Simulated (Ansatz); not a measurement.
# AlC2: the cost of one run

Method: DFT PBE, scalar-relativistic, plane waves, PAW, in Ansatz 0.2.0.

1 further run of the same task is left out (set aside as unsound or not needed).

### 1 Starting point

Symmetry: Cmme, No. 67, orthorhombic system. The conventional cell has a = 5.184 Å, b = 5.581 Å, c = 5.152 Å, α = 90.00°, β = 90.00°, γ = 90.00°. Al (site symmetry mm2) has 2 C at 2.03 Å as nearest neighbours. C (site symmetry m) is surrounded by 2 C at 1.55 to 1.73 Å and 1 Al at 2.03 Å.

As a file:

```cif
data_structure
_symmetry_space_group_name_H-M 'Cmme'
_symmetry_Int_Tables_number 67
_cell_length_a 5.1840
_cell_length_b 5.5812
_cell_length_c 5.1523
_cell_angle_alpha 90.000
_cell_angle_beta 90.000
_cell_angle_gamma 90.000
_cell_volume 149.07
loop_
_atom_site_label
_atom_site_type_symbol
_atom_site_symmetry_multiplicity
_atom_site_Wyckoff_symbol
_atom_site_fract_x
_atom_site_fract_y
_atom_site_fract_z
_atom_site_occupancy
Al1 Al 4 g 0.50000 0.25000 0.33333 1
C1 C 8 n 0.66667 0.75000 0.12500 1
```

This is candidate A: random cell with space group Cmme (No. 67).

### 2 Coarse relaxation (candidate A)

File input.yaml:

```yaml
crystal:
  lattice:
    - [2.5919777367, -2.7906017986, 0.0]
    - [2.5919777367, 2.7906017986, 0.0]
    - [0.0, 0.0, 5.1523000836]
  atoms:
    - { symbol: Al, position: [0.25, 0.75, 0.3333333333] }
    - { symbol: Al, position: [0.75, 0.25, 0.6666666667] }
    - { symbol: C, position: [0.9166666667, 0.4166666667, 0.125] }
    - { symbol: C, position: [0.5833333333, 0.0833333333, 0.125] }
    - { symbol: C, position: [0.0833333333, 0.5833333333, 0.875] }
    - { symbol: C, position: [0.4166666667, 0.9166666667, 0.875] }
basis:
  ecutwfc: 420
kpoints:
  mp_grid: { grid: [4, 4, 4] }
hamiltonian:
  xc: pbe
scf:
  occupations: { method: gaussian, width: 0.1 }
  lower_state_search: "off"
output:
  forces: true
  stress: true
  eigenvalues: true
relax:
  adjacent_minimum: "off"
  f_tol: 0.04
  max_steps: 70
  cell: { stress_tol: 0.4 }
```

Launch:

```console
$ ansatz run input.yaml --threads 1 --pin off --max-ram 2560MiB --backend cpu --events-out ev --progress --plain --runs-dir out
```

Q: Estimate wall time and peak memory on 1 thread of Arm Neoverse V1, shared host.

About 30 s, with a peak of 0.32 GiB.
